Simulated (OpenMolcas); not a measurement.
# Pr²⁺ among point charges: CASSCF levels and susceptibility

Aim: the splitting of the states of Pr²⁺ in the field of 6 point charges, its lowest levels with spin-orbit coupling and its magnetic susceptibility.

The numbers are computed with OpenMolcas 26.06 (state-averaged CASSCF, spin-orbit coupling by RASSI with atomic mean-field integrals), except any that are marked as measured or tabulated.

### 1 The system

| Quantity | Value |
| --- | --- |
| Species | Pr²⁺ (praseodymium, Z = 59, 57 electrons) |
| Basis | ANO-RCC-VTZP [8s7p5d3f2g1h], 104 functions |
| Scalar Hamiltonian | DKH2, point nucleus |
| Inactive shells | 1s 2s 2p 3s 3p 3d 4s 4p 4d 5s 5p |
| Active space | 3 electrons in 7 orbitals (4f) |
| Some configurations of this space | 4f3 |
| Orbitals | optimised for the highest spin of each parity, averaged over all roots |

The outer shells:

4f3
```
4f [↑ ][↑ ][↑ ][  ][  ][  ][  ]
```

The ion sits among 6 point charges of -0.25 e arranged as a trigonal prism (D3h), 2.35 Å from the ion, with a polar angle of 53.0° against the regular 49.1°.

The work runs as a chain of OpenMolcas steps in one folder; each step below is one input file. Labels, J, g values, rates, χT and fits are worked out afterwards by a script from the matrices that RASSI stores.

### 2 One- and two-electron integrals

Contents of a.inp:

```
&GATEWAY
Coord
1

Pr 0.0 0.0 0.0
Basis=ANO-RCC-VTZP
Group=NoSym
NoMove
AngMom=0.0 0.0 0.0
AMFI
XField
6 Angstrom 0
1.877484 0.000000 1.413348 -0.250000
-0.938742 1.625949 1.413348 -0.250000
-0.938742 -1.625949 1.413348 -0.250000
1.877484 0.000000 -1.413348 -0.250000
-0.938742 1.625949 -1.413348 -0.250000
-0.938742 -1.625949 -1.413348 -0.250000
&SEWARD
```

Started as:

```sh
> OMP_NUM_THREADS=1 MOLCAS_MEM=2252 MOLCAS_PROJECT=a pymolcas a.inp > a.log
```

### 3 CASSCF: quartets, 35 roots

Contents of a.inp:

```
&RASSCF
FileOrb=start.orb
Symmetry=1
Spin=4
nActEl=3 0 0
Inactive=27
Ras2=7
CIRoot=35 35 1
SDav=35
CIMx=300
Iter=120 100
PrWF=0.3
OrbListing=Nothing
MaxOrb=0
>>> COPY $Project.JobIph JOB001
```

start.orb holds the contracted functions of the basis, ordered by shell, or the orbitals of the step before.

### 4 Reference wave functions, doublets, 112 roots

Contents of a.inp:

```
&RASSCF
FileOrb=start.orb
Symmetry=1
Spin=2
nActEl=3 0 0
Inactive=27
Ras2=7
CIRoot=112 112 1
SDav=112
CIMx=300
Iter=120 100
PrWF=0.3
OrbListing=Nothing
MaxOrb=0
CIOnly
>>> COPY $Project.JobIph JOB002
```

### 5 State interaction with spin-orbit coupling

Contents of a.inp:

```
&RASSI
NrOfJobIphs=2 35 96
1 2 3 4 5 6 7 8 9 10 11 12 13 14 15 16 17 18 19 20 21 22 23 24 25 26 27
28 29 30 31 32 33 34 35
1 2 3 4 5 6 7 8 9 10 11 12 13 14 15 16 17 18 19 20 21 22 23 24 25 26 27
28 29 30 31 32 33 34 35 36 37 38 39 40 41 42 43 44 45 46 47 48 49 50 51
52 53 54 55 56 57 58 59 60 61 62 63 64 65 66 67 68 69 70 71 72 73 74 75
76 77 78 79 80 81 82 83 84 85 86 87 88 89 90 91 92 93 94 95 96
IphNames
JOB001
JOB002
EJob
SpinOrbit
DIPRint=1.0
SOCoupling=1000.0
Subsets=2
Property=9
'ANGMOM' 1 'ANGMOM' 2 'ANGMOM' 3 'MLTPL  1' 1 'MLTPL  1' 2 'MLTPL  1' 3
'AMFI' 1 'AMFI' 2 'AMFI' 3
SOProperty=3
'ANGMOM' 1 'ANGMOM' 2 'ANGMOM' 3
```

Q: Predict the outcome of this session. Wanted: spin-free ground state; first state of the same spin within the active space; lowest level; next level.

**Answer**, as computed:

```
                                            quantity                              value
                                              method                             CASSCF
                              spin-free ground state     4E, 2-fold in its orbital part
first state of the same spin within the active space                    4A1 at 1.9 cm⁻¹
                                        lowest level  2-fold E1/2, g = 1.15, 2.61, 2.61
                                          next level                           6.8 cm⁻¹
                                         χT at 300 K                     1.72 cm³ K/mol
                           effective moment at 300 K                            3.70 μB
```

What this shows: The spin-free ground state (4E) comes to 100 % from free-ion I terms and keeps the highest spin of the shell. The doublets rest on orbitals optimised for another spin in at least one step, which raises them against the optimised states. Not all states of the active space went into the spin-orbit step. High states of lower spin are left out of the spin-orbit mixing, and CASSCF puts spin-flip levels too high. This is an electrostatic model: the charges have no orbitals.
